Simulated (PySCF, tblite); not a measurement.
# C6H9F2 radical: geometry, infrared bands and EPR parameters

What infrared bands and EPR parameters should C6H9F2 radical (`C[CH][C@@H]1C[C@@H]1C(F)F`) show?

Programs: tblite 0.8.0 and PySCF 2.14.0, with density-fitted response routines of our own. Each step states its level of theory. These are calculated values for one molecule in the gas phase, unless marked as measured. Atoms count from 0, in the outputs and in this text.

**1. The molecule as given**

17 atoms, charge 0, multiplicity 2; geometry from: force field or distance geometry start.

Bonds of the start (Å): C0–C1 1.49, C1–C2 1.45, C2–C3 1.50, C3–C4 1.51, C4–C5 1.48, C5–F6 1.37, C5–F7 1.36, C4–C2 1.51, C0–H8 1.09, C0–H9 1.10, C0–H10 1.09, C1–H11 1.09, C2–H12 1.09, C3–H13 1.08, C3–H14 1.08, C4–H15 1.09, C5–H16 1.09.

**2. Optimising the geometry with GFN2-xTB**

The job: settings as JSON, then the geometry in Å.

```
{"job": {"kind": "relax", "xc": "GFN2-xTB", "basis": "xTB"}, "charge": 0, "multiplicity": 2}
C     -1.988700    -0.472800     0.826000
C     -1.030800    -0.796500    -0.262500
C     -0.305900     0.250000    -0.959000
C      1.067400    -0.032700    -1.494400
C      0.886600     0.925800    -0.336500
C      1.390100     0.605400     1.013800
F      2.696900     0.991700     1.093100
F      0.724600     1.355400     1.932400
H     -1.745900    -1.032400     1.735200
H     -3.013800    -0.744700     0.520500
H     -1.989700     0.595600     1.065700
H     -0.948100    -1.834200    -0.584400
H     -0.956700     0.874300    -1.579400
H      1.344300     0.367000    -2.456300
H      1.514700    -0.996900    -1.278600
H      1.023300     1.983500    -0.540500
H      1.324600    -0.446500     1.295000
```

Command:

```
$ OMP_NUM_THREADS=1 python probes_run.py task.json out
```

This one command runs all jobs of the session in turn.

**Question.** This job is followed by: GFN2-xTB harmonic vibrations, gas phase; UKS B3LYP, pcH-1 on C F H, non-relativistic, mean-field spin-orbit, GIAO. Predict these results of the whole session: strongest single infrared mode (GFN2-xTB); zero-point energy (GFN2-xTB); g(iso) (B3LYP); ⟨S²⟩; largest a(iso) (averaged by class); surface potential, 1st and 99th percentile.

As calculated:

| quantity | value |
| --- | --- |
| strongest single infrared mode (GFN2-xTB) | 1004 cm⁻¹, 141 km/mol |
| zero-point energy (GFN2-xTB) | 83.6 kcal/mol |
| g(iso) (B3LYP) | 2.00270 |
| ⟨S²⟩ | 0.755 (exact 0.75) |
| largest a(iso) (averaged by class) | 13C on C1, 82.4 MHz |
| surface potential, 1st and 99th percentile | -1.06 V and 1.17 V |

**Reading.** The optimisation took 131 steps and gained 0.216 eV; among the close pairs (by a distance rule), C2–C4 changed most, from 1.505 to 1.541 Å. All 45 modes are real, so the xTB geometry is a minimum. The strongest single mode, at 1004 cm⁻¹, is spread over many atoms; the largest shares are those of C5, F7. GFN2-xTB is a fitted tight-binding method: band positions and strengths are rough. Its intensities can rank the bands wrongly. Most of the unpaired spin sits on C1 (0.97 e). The isotropic g lies 0.4 ppt above the free-electron value.
